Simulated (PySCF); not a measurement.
# C6H15PS: the cost of one run

Programs: PySCF 2.14.0, with density-fitted response routines of our own. Each step states its level of theory. These are calculated values for one molecule in the gas phase, unless marked as measured. Atoms count from 0, in the outputs and in this text.

**1. The molecule as given**

23 atoms, charge 0, multiplicity 1; geometry from: GFN2-xTB. The atoms were then displaced at random by about 0.01 Å, so the start is not that level's minimum.

Bonds of the start (Å): C0–C1 1.53, C1–P2 1.86, P2–S3 1.95, P2–C4 1.85, C4–C5 1.52, P2–C6 1.84, C6–C7 1.53, C0–H8 1.09, C0–H9 1.12, C0–H10 1.06, C1–H11 1.08, C1–H12 1.07, C4–H13 1.08, C4–H14 1.10, C5–H15 1.10, C5–H16 1.08, C5–H17 1.10, C6–H18 1.09, C6–H19 1.13, C7–H20 1.10, C7–H21 1.08, C7–H22 1.10.

**2. Geometry optimisation at PBE0-D3(BJ)/def2-SVP**

What the job is given:

```
{"job": {"xc": "PBE0", "basis": "def2-SVP", "d3": "d3bj", "grid": 1, "shake": 0.01, "kind": "geom"}, "charge": 0, "multiplicity": 1}
C      2.734280     0.529090     0.622450
C      1.774230    -0.221790    -0.303150
P      0.137600    -0.543330     0.525510
S      0.332850    -1.511610     2.202110
C     -0.800320    -1.433980    -0.793660
C     -2.228110    -1.694550    -0.333290
C     -0.648550     1.101000     0.754830
C     -0.817880     1.957890    -0.499630
H      2.763170     0.064170     1.606370
H      2.357060     1.569890     0.781400
H      3.707690     0.596650     0.207170
H      1.624520     0.306180    -1.239120
H      2.170530    -1.194540    -0.529850
H     -0.787180    -0.857450    -1.708350
H     -0.270680    -2.382350    -0.939570
H     -2.803200    -0.764530    -0.272600
H     -2.718900    -2.368060    -1.022530
H     -2.223320    -2.149790     0.664470
H     -0.061260     1.618710     1.508860
H     -1.648180     0.888370     1.226470
H     -1.352830     2.883740    -0.247210
H      0.135880     2.180110    -0.947180
H     -1.429720     1.449730    -1.260690
```

On the command line:

```sh
> OMP_NUM_THREADS=1 python probes_run.py task.json out
```

One launch serves the whole session: the jobs run in the order shown.

Q: Estimate the wall time and peak memory of this first job on 1 thread of Arm Neoverse V1, shared host.

About 3.1 min, with a peak of 0.9 GiB.
